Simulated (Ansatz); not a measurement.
# LiVO2: the cost of one run

Computed with Ansatz 0.2.0 (DFT PBEsol, scalar-relativistic, plane waves, PAW, unless a step's input says otherwise).

## Step 1: The starting structure

It takes space group R-3m (No. 166, trigonal). Conventional cell: a = 2.762 Å, b = 2.762 Å, c = 14.877 Å, α = 90.00°, β = 90.00°, γ = 120.00°. Li (site symmetry -3m) has 6 O at 2.05 Å in its first shell of neighbours. V (site symmetry -3m) is surrounded by 6 O at 1.99 Å. O (site symmetry 3m) has 3 V at 1.99 Å and 3 Li at 2.05 Å in its first shell of neighbours.

As a file:

```
Li V O
1.0
     1.38076    0.79718    4.95910
    -1.38076    0.79718    4.95910
     0.00000   -1.59437    4.95910
Li V O
1 1 2
Cartesian
  0.0000 0.0000 0.0000
  0.0000 0.0000 7.4386
  0.0000 0.0000 3.6728
  0.0000 0.0000 11.2045
```

It is the result of an earlier relaxation at this level (volume 8.19 Å³/atom; gap on the mesh: none (metal)).

## Step 2: Volume × 0.97

The input, input.yaml:

```yaml
crystal:
  lattice:
    - [1.366815171, 0.7891311069, 4.909003752]
    - [-1.366815171, 0.7891311069, 4.909003752]
    - [0.0, -1.5782622139, 4.909003752]
  atoms:
    - { symbol: Li, position: [0.0, 0.0, 0.0] }
    - { symbol: V, position: [0.5, 0.5, 0.5] }
    - { symbol: O, position: [0.2468735913, 0.2468735913, 0.2468735913] }
    - { symbol: O, position: [0.7531264087, 0.7531264087, 0.7531264087] }
basis:
  ecutwfc: 420
kpoints:
  mp_grid: { grid: [18, 18, 18] }
hamiltonian:
  xc: pbesol
scf:
  occupations: { method: gaussian, width: 0.1 }
output:
  forces: true
  stress: true
  eigenvalues: true
relax:
  adjacent_minimum: "off"
  f_tol: 0.01
  max_steps: 30
  cell: { stress_tol: 0.1, fix: [volume] }
```

The run is started by

```console
$ ansatz run input.yaml --threads 1 --pin off --max-ram 2560MiB --backend cpu --events-out ev --progress --plain --runs-dir out
```

Q: Estimate wall time and peak memory on 1 thread of Arm Neoverse V1, shared host.

About 82 s, with a peak of 0.57 GiB.
